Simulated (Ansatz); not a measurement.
# Cu: the cost of one run

Method: DFT PBE, scalar-relativistic, plane waves, PAW, in Ansatz 0.2.0.

### Step 1. The structure to begin with

It takes space group Fm-3m (No. 225, cubic). The conventional cell has a = 3.610 Å, b = 3.610 Å, c = 3.610 Å, α = 90.00°, β = 90.00°, γ = 90.00°. Cu (site symmetry m-3m) is surrounded by 12 Cu at 2.55 Å.

Coordinates:

```xyz
1
Lattice="0.0000 1.8050 1.8050 1.8050 0.0000 1.8050 1.8050 1.8050 0.0000" Properties=species:S:1:pos:R:3 pbc="T T T"
Cu    0.0000    0.0000    0.0000
```

### Step 2. Relaxing cell and atoms: Cu, no spin

The input, input.yaml:

```yaml
crystal:
  lattice:
    - [0.0, 1.805, 1.805]
    - [1.805, 0.0, 1.805]
    - [1.805, 1.805, 0.0]
  atoms:
    - { symbol: Cu, position: [0.0, 0.0, 0.0] }
scf:
  occupations: { method: gaussian, width: 0.1 }
output:
  forces: true
  stress: true
  eigenvalues: true
  write_density: true
  write_potential: true
  elf: true
  volumetric_format: npy
kpoints:
  mp_grid: { grid: [38, 38, 38] }
hamiltonian:
  xc: pbe
relax:
  f_tol: 0.003
  max_steps: 60
  cell: { stress_tol: 0.02 }
```

On the command line:

```bash
ansatz run input.yaml --threads 4 --pin off --max-ram 8192MiB --backend cpu --events-out ev --progress --plain --runs-dir out
```

What time and memory should one allow on 4 threads of Intel Xeon Platinum 8259CL at 2.50GHz (Skylake/Cascade Lake), shared host?

About 23 s, with a peak of 0.66 GiB.
